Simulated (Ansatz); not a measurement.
# C₂H₆GaO radical: a ladder of functionals and wavefunction methods

An exercise on one series of results from a longer session: the logs are not shown, and one member is left open.

Method: functionals in def2-TZVPP, the program's frozen cores in correlated methods; program: Ansatz 0.2.0, Gaussian basis.

Levels to be run: LDA (SPW92), PBE-D4, revPBE-D4, BLYP-D4, r2SCAN-D4, B97M-V, PBE0-D4, B3LYP-D4, r2SCANh-D4, r2SCAN0-D4, HSE06-D4, BHLYP-D4, CAM-B3LYP-D4, LC-ωPBE, ωB97X-V, ωB97M-V, B2PLYP, PBE-QIDH; CCSD(T)/def2-SVP; CCSD(T)/def2-TZVPP; MP2/def2-QZVPP; extrapolation to the limit; RPA on PBE.

## Structure used throughout

All runs share one geometry, relaxed beforehand with PBE0-D4 in a triple-zeta def2 set.

SMILES `C[O][Ga][CH3]`, 10 atoms, charge 0, spin multiplicity 2.

Atoms are counted from 1 here; the program's logs count them from 0.

Bond lengths: C1–O2 1.399 Å, C1–H5 1.098 Å, C1–H6 1.096 Å, C1–H7 1.096 Å, O2–Ga3 1.800 Å, Ga3–C4 1.999 Å, C4–H8 1.091 Å, C4–H9 1.091 Å, C4–H10 1.090 Å. Angles: O2–C1–H5 113.2°, O2–C1–H6 110.1°, O2–C1–H7 110.2°, H5–C1–H6 107.7°, H5–C1–H7 107.7°, H6–C1–H7 107.8°, C1–O2–Ga3 128.5°, O2–Ga3–C4 112.2°, Ga3–C4–H8 109.3°, Ga3–C4–H9 107.5°, Ga3–C4–H10 110.5°, H8–C4–H9 110.0°, H8–C4–H10 109.0°, H9–C4–H10 110.5°.

Set-up of the first run:

Contents of in.yaml:

```yaml
crystal:
  periodic: [false, false, false]
  atoms:
    - {symbol: C, position_ang: [-0.648392, 1.736030, -1.178291]}
    - {symbol: O, position_ang: [-0.478680, 0.670613, -0.287225]}
    - {symbol: Ga, position_ang: [0.905249, -0.472324, -0.156981]}
    - {symbol: C, position_ang: [0.629430, -1.830987, 1.283003]}
    - {symbol: H, position_ang: [0.203670, 1.872473, -1.856877]}
    - {symbol: H, position_ang: [-0.786628, 2.671548, -0.623819]}
    - {symbol: H, position_ang: [-1.542072, 1.575774, -1.792778]}
    - {symbol: H, position_ang: [0.451092, -2.806961, 0.828430]}
    - {symbol: H, position_ang: [-0.243226, -1.522902, 1.861489]}
    - {symbol: H, position_ang: [1.509547, -1.893264, 1.923039]}
basis:
  gaussian: {orbitals: def2-TZVPP}
magnetization: {spin_polarized: true, initial_magnetization: 1}
hamiltonian: {xc: lda}
output: {orbitals: {seedname: orbitals}}
```

Among the steps run: LDA; PBE-D4 (GGA); revPBE-D4 (GGA); BLYP-D4 (GGA); r2SCAN-D4 (meta-GGA); B97M-V (meta-GGA); PBE0-D4 (hybrid); B3LYP-D4 (hybrid); r2SCANh-D4 (hybrid); r2SCAN0-D4 (hybrid); HSE06-D4 (hybrid); BHLYP-D4 (hybrid); CAM-B3LYP-D4 (range-separated); LC-ωPBE (range-separated); ωB97X-V (range-separated); ωB97M-V (range-separated); B2PLYP (double hybrid); PBE-QIDH (double hybrid).

One table of the session follows, with a row left open; its other results are not shown here.

It belongs to the step «Orbital energies across the functionals». 

| functional | HOMO (eV) | LUMO (eV) | gap (eV) |
| --- | --- | --- | --- |
| LDA (SPW92) | -4.50 | -3.65 | 0.85 |
| PBE-D4 | -4.43 | -3.31 | 1.11 |
| revPBE-D4 | -4.39 | -3.18 | 1.21 |
| BLYP-D4 | -4.25 | -3.36 | 0.90 |
| r2SCAN-D4 | ? | ? | ? |
| B97M-V | -4.59 | -3.54 | 1.05 |
| PBE0-D4 | -5.53 | -2.43 | 3.10 |
| B3LYP-D4 | -5.28 | -2.84 | 2.44 |
| r2SCANh-D4 | -5.19 | -2.66 | 2.53 |
| r2SCAN0-D4 | -5.79 | -2.21 | 3.58 |
| HSE06-D4 | -5.13 | -2.81 | 2.32 |
| BHLYP-D4 | -6.45 | -1.72 | 4.74 |
| CAM-B3LYP-D4 | -6.75 | -1.61 | 5.14 |
| LC-ωPBE | -8.10 | -0.17 | 7.93 |
| ωB97X-V | -7.63 | -0.61 | 7.02 |
| ωB97M-V | -7.52 | -0.80 | 6.72 |

Q: Estimate the row for r2SCAN-D4 from the others.

Worked estimate for «HOMO (eV)». Against the share of exact exchange, r2SCANh-D4 (0.1, -5.19), r2SCAN0-D4 (0.25, -5.79) give a slope of -4.00 per unit share; at 0 the line stands at -4.79.

The run gave: HOMO (eV): -4.78; LUMO (eV): -2.96; gap (eV): 1.82. In «HOMO (eV)» the line misses by -0.01.
